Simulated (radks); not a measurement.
**Zn⁺ with its nuclear charge varied continuously**

Aim: the energy of 29 electrons in [Ar] 3d10 4s1 as the nuclear charge moves through non-integer values, and a test of dE/dZ = E(electron-nucleus)/Z.

Method: Dirac Kohn-Sham, LDA (Slater exchange, Perdew-Wang correlation), spin-unpolarised, spherical densities, point nucleus. Code: radks (a radial shooting solver on a logarithmic mesh, Libxc functionals) version 1.

## 1. The atom as given

```
element       : zinc (Z = 30)
charge        : +1
electrons     : 29
configuration : [Ar] 3d10 4s1
```

The outer shells:

Zn⁺
```
[Ar] core
3d [↑↓][↑↓][↑↓][↑↓][↑↓]
4s [↑ ]
```

## 2. Z = 30

Settings of this run:

```text
Z 30
configuration [Ar] 3d10 4s1
relativity Dirac
functional lda,pw
spin unpolarised
j_filling energy
nucleus point
c 137.035999084
```

## 3. Z = 29

Settings, as their differences from step 2:

```diff
@@ -1,2 +1,2 @@
-Z 30
+Z 29
 configuration [Ar] 3d10 4s1
```

## 4. Z = 29.5

Settings, as their differences from step 3:

```diff
@@ -1,2 +1,2 @@
-Z 29
+Z 29.5
 configuration [Ar] 3d10 4s1
```

## 5. Z = 30.5

Settings, as their differences from step 4:

```diff
@@ -1,2 +1,2 @@
-Z 29.5
+Z 30.5
 configuration [Ar] 3d10 4s1
```

## 6. Z = 31

Settings, as their differences from step 5:

```diff
@@ -1,2 +1,2 @@
-Z 30.5
+Z 31
 configuration [Ar] 3d10 4s1
```

Q: Predict the outcome of this session. Wanted: for each run, Z; E; E(electron-nucleus)/Z; highest level; its energy; <r>.

As calculated:

| Z | E (hartree) | E(electron-nucleus)/Z (hartree) | highest level | its energy (eV) | <r> (bohr) |
| --- | --- | --- | --- | --- | --- |
| 29 | -1652.31588 | -137.434 | 4s1/2 | -4.858 | 2.895 |
| 29.5 | -1721.84957 | -140.698 | 4s1/2 | -9.232 | 2.599 |
| 30 | -1793.01117 | -143.947 | 4s1/2 | -14.340 | 2.378 |
| 30.5 | -1865.79468 | -147.186 | 4s1/2 | -20.103 | 2.204 |
| 31 | -1940.19636 | -150.420 | 4s1/2 | -26.470 | 2.062 |

What this shows: At Z = 30 the central difference of E is -143.945 hartree, against -143.947 from the Hellmann-Feynman theorem. The top level goes from -4.858 eV at Z = 29 to -26.470 eV at Z = 31.
